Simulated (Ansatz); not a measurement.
# C9H10O: one species, many methods

One table from this session's results is given with a row withheld; the runs are named, their logs left out.

Method: functionals in def2-TZVPP, the program's frozen cores in correlated methods; program: Ansatz 0.2.0, Gaussian basis.

Levels to be run: LDA (SPW92), PBE-D4, revPBE-D4, BLYP-D4, r2SCAN-D4, B97M-V, PBE0-D4, B3LYP-D4, r2SCANh-D4, r2SCAN0-D4, HSE06-D4, BHLYP-D4, CAM-B3LYP-D4, LC-ωPBE, ωB97X-V, ωB97M-V, B2PLYP, PBE-QIDH; CCSD(T)/def2-SVP; CCSD(T)/def2-TZVPP; MP2/def2-QZVPP; extrapolation to the limit; RPA on PBE.

## The relaxed structure

The geometry comes from an earlier relaxation with PBE0-D4 in a triple-zeta def2 set; it is a stationary point, not always the lowest conformer.

SMILES `c1ccc2c(c1)CCCO2`, 20 atoms, charge 0, spin multiplicity 1.

Atoms are counted from 1 here; the program's logs count them from 0.

Bond lengths: C1–C2 1.389 Å, C1–C6 1.383 Å, C1–H11 1.083 Å, C2–C3 1.381 Å, C2–H12 1.084 Å, C3–C4 1.392 Å, C3–H13 1.084 Å, C4–C5 1.396 Å, C4–O10 1.358 Å, C5–C6 1.391 Å, C5–C7 1.503 Å, C6–H14 1.086 Å, C7–C8 1.519 Å, C7–H15 1.097 Å, C7–H16 1.093 Å, C8–C9 1.511 Å, C8–H17 1.094 Å, C8–H18 1.093 Å and more. Angles: C2–C1–C6 119.2°, C2–C1–H11 120.5°, C6–C1–H11 120.3°, C1–C2–C3 120.1°, C1–C2–H12 120.3°, C3–C2–H12 119.6°, C2–C3–C4 120.1°, C2–C3–H13 121.5°, C4–C3–H13 118.4°, C3–C4–C5 120.6°, C3–C4–O10 116.3°, C5–C4–O10 123.1°, C4–C5–C6 118.0°, C4–C5–C7 120.4°, C6–C5–C7 121.5°, C1–C6–C5 121.8°, C1–C6–H14 119.8°, C5–C6–H14 118.4° and more.

The first run:

Input file in.yaml:

```yaml
crystal:
  periodic: [false, false, false]
  atoms:
    - {symbol: C, position_ang: [1.563075, 1.133506, 1.911215]}
    - {symbol: C, position_ang: [1.338614, -0.128325, 2.447409]}
    - {symbol: C, position_ang: [0.576652, -1.049896, 1.756027]}
    - {symbol: C, position_ang: [0.032153, -0.718806, 0.518792]}
    - {symbol: C, position_ang: [0.237062, 0.547075, -0.032256]}
    - {symbol: C, position_ang: [1.008272, 1.455533, 0.685699]}
    - {symbol: C, position_ang: [-0.383959, 0.912629, -1.350901]}
    - {symbol: C, position_ang: [-1.513553, -0.044852, -1.689744]}
    - {symbol: C, position_ang: [-1.046470, -1.461226, -1.445646]}
    - {symbol: O, position_ang: [-0.712739, -1.679237, -0.085826]}
    - {symbol: H, position_ang: [2.159501, 1.860993, 2.448461]}
    - {symbol: H, position_ang: [1.760629, -0.396303, 3.409260]}
    - {symbol: H, position_ang: [0.388255, -2.040328, 2.153121]}
    - {symbol: H, position_ang: [1.165174, 2.444771, 0.265850]}
    - {symbol: H, position_ang: [0.375549, 0.876495, -2.141228]}
    - {symbol: H, position_ang: [-0.742763, 1.944831, -1.316254]}
    - {symbol: H, position_ang: [-2.385492, 0.154559, -1.059052]}
    - {symbol: H, position_ang: [-1.828135, 0.065012, -2.730570]}
    - {symbol: H, position_ang: [-1.822212, -2.192818, -1.674867]}
    - {symbol: H, position_ang: [-0.169642, -1.683594, -2.069489]}
basis:
  gaussian: {orbitals: def2-TZVPP}
hamiltonian: {xc: lda}
output: {orbitals: {seedname: orbitals}}
```

Launch:

```
$ ansatz run in.yaml --threads 4 --pin off --events-out ev --progress --plain --max-ram 66560MiB --backend cuda --devices 0, --max-vram 37GiB
```

Among the steps run: LDA; PBE-D4 (GGA); revPBE-D4 (GGA); BLYP-D4 (GGA); r2SCAN-D4 (meta-GGA); B97M-V (meta-GGA); B3LYP-D4 (hybrid); r2SCANh-D4 (hybrid); r2SCAN0-D4 (hybrid); HSE06-D4 (hybrid); BHLYP-D4 (hybrid); CAM-B3LYP-D4 (range-separated); LC-ωPBE (range-separated); ωB97X-V (range-separated); ωB97M-V (range-separated); B2PLYP (double hybrid); PBE-QIDH (double hybrid).

One of the session's tables, all rows but one given; the rest of the session is left out.

It belongs to the step «Orbital energies across the functionals». 

```
  functional  HOMO (eV)  gap (eV)
 LDA (SPW92)      -5.36      4.11
      PBE-D4      -5.17      4.16
   revPBE-D4      -5.10      4.18
     BLYP-D4      -5.01      4.15
   r2SCAN-D4          ?         ?
      B97M-V      -5.37      4.58
     PBE0-D4      -6.22      6.09
    B3LYP-D4      -6.02      5.69
  r2SCANh-D4      -5.75      5.24
  r2SCAN0-D4      -6.35      6.31
    HSE06-D4      -5.83      5.33
    BHLYP-D4      -7.10      7.97
CAM-B3LYP-D4      -7.43      8.36
     LC-ωPBE      -8.66     10.61
     ωB97X-V      -8.35     10.28
     ωB97M-V      -8.30     10.12
```

Q: Estimate the row for r2SCAN-D4 from the others.

Worked estimate for «HOMO (eV)». Against the share of exact exchange, r2SCANh-D4 (0.1, -5.75), r2SCAN0-D4 (0.25, -6.35) give a slope of -4.00 per unit share; at 0 the line stands at -5.35.

As computed: HOMO (eV): -5.35; gap (eV): 4.51. In «HOMO (eV)» the line misses by 0.00.
